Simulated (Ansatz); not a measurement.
NbTe: band structure with LDA+U

The system is NbTe.

```xyz
2
Lattice="3.7030 0.0000 0.0000 -1.8515 3.2069 0.0000 0.0000 0.0000 3.6942" Properties=species:S:1:pos:R:3 pbc="T T T"
Te    1.8515    1.0690    0.0000
Nb    0.0000    0.0000    1.8471
```

The cell comes from a database or a generator and needn't be the stable form of this composition.

```
Program                             : Ansatz 0.2.0
Task                                : band structure
Functional                          : LDA
Potentials or basis                 : Ansatz PAW
Cutoff                              : 420 eV (not typed: the program's choice for these potentials)
k mesh                              : 8 × 8 × 7
Occupations                         : fermi-dirac, width 0.05 eV
Spin                                : no spin polarisation
Hubbard terms                       : Nb d U = 3 eV
Path                                : [["G", "M", "K", "G", "A", "L", "H", "A"], ["L", "M"], ["K", "H"]]
Points for each segment of the path : 14
Hubbard projectors                  : ortho-atomic (the default)
Double counting                     : fll (the default)
```

```yaml
Pressure: -6.9 GPa
Band_gap_on_the_k_mesh: none (metal or under the smearing width)
```

Stress tensor (GPa, compression positive):
```
-6.86  0.00  0.00
 0.00 -6.86  0.00
 0.00  0.00 -7.13
```

Levels at the corners of the path, in eV from the Fermi level:
```csv
point,band 10,band 11,band 12,band 13,band 14,band 15,band 16,band 17,band 18,band 19
Γ,-14.36,-3.22,-3.22,-2.83,-2.40,0.15,0.15,2.35,2.35,2.70
M,-12.72,-7.22,-3.84,-2.66,-2.58,-0.17,1.14,1.48,2.99,3.77
K,-12.47,-6.51,-5.47,-3.78,-0.90,-0.20,0.27,0.32,4.57,6.45
Γ,-14.36,-3.22,-3.22,-2.83,-2.40,0.15,0.15,2.35,2.35,2.70
A,-13.03,-7.55,-2.63,-2.63,-1.04,-1.04,0.74,1.62,1.62,5.21
L,-12.34,-6.00,-5.91,-4.26,-1.38,1.07,1.34,1.77,2.67,4.42
H,-12.21,-6.25,-5.78,-4.51,-1.16,1.23,1.64,2.00,2.70,3.34
A,-13.03,-7.55,-2.63,-2.63,-1.04,-1.04,0.74,1.62,1.62,5.21
L,-12.34,-6.00,-5.91,-4.26,-1.38,1.07,1.34,1.77,2.67,4.42
M,-12.72,-7.22,-3.84,-2.66,-2.58,-0.17,1.14,1.48,2.99,3.77
K,-12.47,-6.51,-5.47,-3.78,-0.90,-0.20,0.27,0.32,4.57,6.45
H,-12.21,-6.25,-5.78,-4.51,-1.16,1.23,1.64,2.00,2.70,3.34
```

Eigenvalues of the final occupation matrices:
```csv
site,spin,trace,eigenvalues
site 1,1,2.32,0.41 0.45 0.45 0.50 0.50
```

Run time: 8.3 s on 2 threads of Intel(R) Xeon(R) Platinum 8259CL CPU @ 2.50GHz (Skylake/Cascade Lake), with other jobs on the host, peak memory 0.43 GiB.

Caveat: spin-orbit coupling is left out, which moves the levels of the heavy elements; U without spin polarisation on a metal has little footing; the PAW data sets come from PBE, with cores solved anew for the run's functional, which leaves a small shift of forces and pressure; the U is typed as a test and isn't derived for this compound.
